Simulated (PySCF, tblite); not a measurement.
**C₇H₁₁ClOSi: geometry, infrared bands and NMR shifts**

Wanted: the infrared bands and NMR shifts of C₇H₁₁ClOSi (`C=CCC(=O)/C(Cl)=C\[SiH2]C`), by calculation.

Programs: tblite 0.8.0 and PySCF 2.14.0, with density-fitted response routines of our own. Each step states its level of theory. These are calculated values for one molecule in the gas phase, unless marked as measured. Atoms are numbered from 0 throughout.

### 1 The starting structure

21 atoms, charge 0, multiplicity 1; geometry from: force field or distance geometry start.

Bonds of the start (Å): C0–C1 1.33, C1–C2 1.52, C2–C3 1.47, C3–O4 1.25, C3–C5 1.44, C5–Cl6 1.78, C5–C7 1.32, C7–Si8 1.84, Si8–C9 1.87, C0–H10 1.10, C0–H11 1.09, C1–H12 1.10, C2–H13 1.12, C2–H14 1.11, C7–H15 1.09, Si8–H16 1.44, Si8–H17 1.49, C9–H18 1.10, C9–H19 1.13, C9–H20 1.09.

### 2 Optimising the geometry with GFN2-xTB

What the job is given:

```
{"job": {"kind": "relax", "xc": "GFN2-xTB", "basis": "xTB"}, "charge": 0, "multiplicity": 1}
C     -3.966600     0.142900    -0.781500
C     -2.881900     0.550400    -0.129900
C     -2.108600    -0.360900     0.801500
C     -0.763500    -0.444900     0.202600
O     -0.501700    -1.466900    -0.463900
C      0.135400     0.646700     0.477600
Cl    -0.449100     1.999700     1.468400
C      1.379300     0.751300     0.058100
Si     2.229100    -0.502700    -0.984000
C      4.050800    -0.327400    -0.621000
H     -4.350000    -0.875900    -0.659700
H     -4.459800     0.874600    -1.420900
H     -2.537500     1.591900    -0.258700
H     -2.038500     0.065400     1.839300
H     -2.668900    -1.323700     0.827300
H      1.958300     1.633200     0.339400
H      1.737100    -1.831900    -0.714600
H      2.009400    -0.264400    -2.433200
H      4.275200     0.186900     0.322400
H      4.476800     0.308800    -1.449300
H      4.465700    -1.336200    -0.597100
```

Started as:

```sh
> OMP_NUM_THREADS=1 python probes_run.py task.json out
```

The driver reads the jobs from task.json and runs them one after another.

**Question.** This job is followed by: GFN2-xTB harmonic vibrations, gas phase; GIAO PBE0/pcSseg-1 NMR shielding, non-relativistic, gas phase. Predict these results of the whole session: strongest single infrared mode (GFN2-xTB); zero-point energy (GFN2-xTB); 13C shifts against TMS (PBE0/pcSseg-1); 1H shifts against TMS (PBE0/pcSseg-1, means over atoms taken as alike); 17O shifts against H2O (PBE0/pcSseg-1); 35Cl shifts against HCl (PBE0/pcSseg-1); 29Si shifts against TMS (PBE0/pcSseg-1); surface potential, 1st and 99th percentile.

**Answer**, as computed:

```
                                                              quantity                                              value
                             strongest single infrared mode (GFN2-xTB)                              2266 cm⁻¹, 359 km/mol
                                          zero-point energy (GFN2-xTB)                                      97.2 kcal/mol
                                13C shifts against TMS (PBE0/pcSseg-1)  200.8, 165.8, 147.3, 137.9, 127.4, 50.9, -0.2 ppm
1H shifts against TMS (PBE0/pcSseg-1, means over atoms taken as alike)       7.45, 6.40, 5.67, 5.53, 4.70, 3.73, 0.05 ppm
                                17O shifts against H2O (PBE0/pcSseg-1)                                          603.9 ppm
                               35Cl shifts against HCl (PBE0/pcSseg-1)                                            252 ppm
                               29Si shifts against TMS (PBE0/pcSseg-1)                                          -56.8 ppm
                                 surface potential, 1st and 99th percentile                                 -1.25 V and 1.04 V
```

What this shows: The optimisation took 158 steps and gained 0.710 eV; among the close pairs (by a distance rule), C7–Si8 changed most, from 1.839 to 1.898 Å. No mode is imaginary among the 57: a minimum at this level. The strongest single mode, at 2266 cm⁻¹, moves mainly H16 and H17. GFN2-xTB is a fitted tight-binding method: band positions and strengths are rough. Its intensities can rank the bands wrongly. The most deshielded carbon is C3 (ketone carbonyl carbon), at 200.8 ppm: low-lying n→π* states of the double bond to the heteroatom give a large paramagnetic term (-266 ppm). The most deshielded hydrogen is H15 (hydrogen on a β carbon of a C=C–C=O unit), at 7.45 ppm: attached to an sp2 carbon and in the plane of the double bond. At PBE0/pcSseg-1: Shielding is most anisotropic at O4 (span 1083 ppm, paramagnetic term -675 ppm). By nearest atom (PBE0/pcSseg-1), the HOMO sits on O4 26 %; C0 16 % and the LUMO on C3, C7 about 24 % each; O4 17 %.
